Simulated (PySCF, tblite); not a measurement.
# C6H6ClNSi: geometry, infrared bands and NMR shifts

What infrared bands and NMR shifts should C6H6ClNSi (`C#C[Si@@](Cl)(C#CC)N=C`) show?

Programs: tblite 0.8.0 and PySCF 2.14.0, with density-fitted response routines of our own. Each step states its level of theory. These are calculated values for one molecule in the gas phase, unless marked as measured. Atoms count from 0, in the outputs and in this text.

### Step 1. The starting structure

15 atoms, charge 0, multiplicity 1; geometry from: force field or distance geometry start.

Bonds of the start (Å): C0–C1 1.20, C1–Si2 1.88, Si2–Cl3 2.07, Si2–C4 1.87, C4–C5 1.20, C5–C6 1.47, Si2–N7 1.75, N7–C8 1.30, C0–H9 1.07, C6–H10 1.09, C6–H11 1.09, C6–H12 1.10, C8–H13 1.11, C8–H14 1.10.

### Step 2. Relaxing the molecule with GFN2-xTB

Job settings and geometry (Å):

```
{"job": {"kind": "relax", "xc": "GFN2-xTB", "basis": "xTB"}, "charge": 0, "multiplicity": 1}
C     -1.039300     3.591500     0.753800
C     -1.061000     2.473000     0.325100
Si    -1.065300     0.708100    -0.314900
Cl    -1.603700     0.775700    -2.311000
C      0.611000    -0.110500    -0.190300
C      1.683700    -0.638400    -0.123500
C      3.002400    -1.273900    -0.029500
N     -2.244800    -0.231900     0.563300
C     -2.369300    -1.470700     0.205600
H     -1.049900     4.591000     1.133700
H      3.513700    -1.254500    -0.992500
H      3.627400    -0.768300     0.710000
H      2.898500    -2.321300     0.291000
H     -1.798800    -1.967600    -0.603600
H     -3.109100    -2.094300     0.733500
```

Run with:

```sh
> OMP_NUM_THREADS=1 python probes_run.py task.json out
```

This one command runs all jobs of the session in turn.

**Question.** This job is followed by: GFN2-xTB harmonic vibrations, gas phase; GIAO PBE0/pcSseg-1 NMR shielding, non-relativistic, gas phase. What will the session give for the following? strongest single infrared mode (GFN2-xTB); zero-point energy (GFN2-xTB); ¹³C shifts against TMS (PBE0/pcSseg-1); ¹H shifts against TMS (PBE0/pcSseg-1, means over atoms taken as alike); ²⁹Si shifts against TMS (PBE0/pcSseg-1); ³⁵Cl shifts against HCl (PBE0/pcSseg-1); ¹⁵N shifts against NH3 (PBE0/pcSseg-1).

As calculated:

| quantity | value |
| --- | --- |
| strongest single infrared mode (GFN2-xTB) | 2324 cm⁻¹, 270 km/mol |
| zero-point energy (GFN2-xTB) | 60.5 kcal/mol |
| ¹³C shifts against TMS (PBE0/pcSseg-1) | 172.6, 112.7, 100.7, 89.4, 82.3, 5.7 ppm |
| ¹H shifts against TMS (PBE0/pcSseg-1, means over atoms taken as alike) | 8.66, 8.63, 2.10, 1.96 ppm |
| ²⁹Si shifts against TMS (PBE0/pcSseg-1) | -57.1 ppm |
| ³⁵Cl shifts against HCl (PBE0/pcSseg-1) | 62 ppm |
| ¹⁵N shifts against NH3 (PBE0/pcSseg-1) | 421.7 ppm |

In words: The optimisation took 122 steps and gained 0.318 eV; among the close pairs (by a distance rule), N7–C8 changed most, from 1.295 to 1.245 Å. No mode is imaginary among the 39: a minimum at this level. The strongest single mode, at 2324 cm⁻¹, moves mainly C5 and C4. GFN2-xTB is a fitted tight-binding method: band positions and strengths are rough. Its intensities can rank the bands wrongly. At PBE0/pcSseg-1: The largest span, 782 ppm, is at N7, where the paramagnetic term is -484 ppm.
